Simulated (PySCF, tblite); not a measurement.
**C₆H₇FN₂O: geometry, infrared bands, NMR shifts and electronic excitations**

Wanted: the infrared bands, NMR shifts and electronic excitations of C₆H₇FN₂O (`N#C[C@@]1(F)CCCNC1=O`), by calculation.

Computed with tblite 0.8.0 and PySCF 2.14.0, with density-fitted response routines of our own, on a single molecule in the gas phase. Atoms count from 0, in the outputs and in this text.

## 1. The starting structure

17 atoms, charge 0, multiplicity 1; geometry from: force field or distance geometry start.

Bonds of the start (Å): N0–C1 1.17, C1–C2 1.46, C2–F3 1.37, C2–C4 1.50, C4–C5 1.52, C5–C6 1.51, C6–N7 1.45, N7–C8 1.42, C8–O9 1.24, C8–C2 1.47, C4–H10 1.12, C4–H11 1.09, C5–H12 1.12, C5–H13 1.12, C6–H14 1.10, C6–H15 1.13, N7–H16 1.06.

## 2. Geometry optimisation with GFN2-xTB

Job settings and geometry (Å):

```
{"job": {"kind": "relax", "xc": "GFN2-xTB", "basis": "xTB"}, "charge": 0, "multiplicity": 1}
N      3.482800     1.007100    -0.793500
C      2.435900     0.710400    -0.375100
C      1.152100     0.305400     0.199200
F      1.237000     0.523600     1.548100
C      0.038900     1.161000    -0.339400
C     -1.248200     0.701400     0.335000
C     -1.569000    -0.709900    -0.079700
N     -0.450300    -1.618300     0.084800
C      0.882000    -1.122200     0.000100
O      1.786800    -1.930700    -0.238100
H     -0.055700     1.127200    -1.455800
H      0.243500     2.201500    -0.070500
H     -1.021000     0.683300     1.434800
H     -2.085700     1.404700     0.102800
H     -1.808800    -0.693700    -1.154900
H     -2.436200    -1.087400     0.534300
H     -0.591200    -2.651300     0.257600
```

The run is started by

```sh
> OMP_NUM_THREADS=1 python probes_run.py task.json out
```

This one command runs all jobs of the session in turn.

**Question.** This job is followed by: GFN2-xTB harmonic vibrations, gas phase; PBE0-D3(BJ)/def2-SVP geometry optimisation, gas phase; GIAO PBE0/pcSseg-1 NMR shielding, non-relativistic, gas phase; TDDFT B3LYP/def2-SVPD, vertical, gas phase, core orbitals frozen in the response; GIAO WP04/pcSseg-1 NMR shielding, non-relativistic, gas phase. What will the session give for the following? strongest single infrared mode (GFN2-xTB); zero-point energy (GFN2-xTB); point group; rotational constants (main isotopes); 13C shifts against TMS (PBE0/pcSseg-1); 1H shifts against TMS (PBE0/pcSseg-1); 15N shifts against NH3 (PBE0/pcSseg-1); 19F shifts against CFCl3 (PBE0/pcSseg-1); 17O shifts against H2O (PBE0/pcSseg-1); lowest singlet (B3LYP/def2-SVPD); brightest single state of those computed; lowest triplet; vertical ionisation energy (ΔSCF); vertical electron affinity (ΔSCF); range of the shift of N0.

The runs gave:

| quantity | value |
| --- | --- |
| strongest single infrared mode (GFN2-xTB) | 1765 cm⁻¹, 583 km/mol |
| zero-point energy (GFN2-xTB) | 79.5 kcal/mol |
| point group | C1 |
| rotational constants (main isotopes) | 2.10, 1.23, 0.98 GHz |
| 13C shifts against TMS (PBE0/pcSseg-1) | 161.5, 121.3, 83.4, 43.4, 36.1, 18.5 ppm |
| 1H shifts against TMS (PBE0/pcSseg-1) | 4.43, 3.29, 3.25, 2.40, 2.16, 1.69, 1.48 ppm |
| 15N shifts against NH3 (PBE0/pcSseg-1) | 321.1, 127.7 ppm |
| 19F shifts against CFCl3 (PBE0/pcSseg-1) | -172.8 ppm |
| 17O shifts against H2O (PBE0/pcSseg-1) | 432.8 ppm |
| lowest singlet (B3LYP/def2-SVPD) | 5.04 eV (246 nm), f = 0.002 |
| brightest single state of those computed | state 2, 6.07 eV, f = 0.061 |
| lowest triplet | 4.57 eV |
| vertical ionisation energy (ΔSCF) | 10.04 eV |
| vertical electron affinity (ΔSCF) | -0.65 eV (unbound: the value hangs on the basis) |
| range of the shift of N0 | 304.1 to 321.1 ppm |

What this shows: The optimisation took 81 steps and gained 0.629 eV; among the close pairs (by a distance rule), C2–C8 changed most, from 1.467 to 1.555 Å (GFN2-xTB). All 45 modes are real, so the xTB geometry is a minimum. The strongest single mode, at 1765 cm⁻¹, moves mainly C8 and O9. Unscaled tight-binding wavenumbers are off by several per cent, some by more. Its intensities can rank the bands wrongly. Over 6 steps the energy fell by 0.050 eV; of the close pairs, C1–C2 changed most, 1.455 to 1.470 Å (PBE0/def2-SVP). The most deshielded carbon is C8 (amide carbonyl carbon), at 161.5 ppm: it is a carbonyl in resonance with an O or N lone pair, the region of acids, esters and amides. At PBE0/pcSseg-1: The largest span, 673 ppm, is at O9, where the paramagnetic term is -496 ppm. The lowest singlet, at 5.04 eV, is HOMO→LUMO 0.67, HOMO−1→LUMO 0.28 and is weak; of the 10 states computed, the strongest absorption comes from state 2 at 6.07 eV (the last state computed is bright too, and its partners may lie past the list). The lowest triplet lies 0.47 eV below the lowest singlet (triplets in Tamm-Dancoff, singlets in full TDDFT). The orbital energy would give 7.81 eV for ionisation, ΔSCF gives 10.04 eV. Across the 2 runs the shift of N0 moves most, between 304.1 (WP04/pcSseg-1) and 321.1 ppm (PBE0/pcSseg-1). Most of that comes from the computed reference, not from the atom's own shielding.
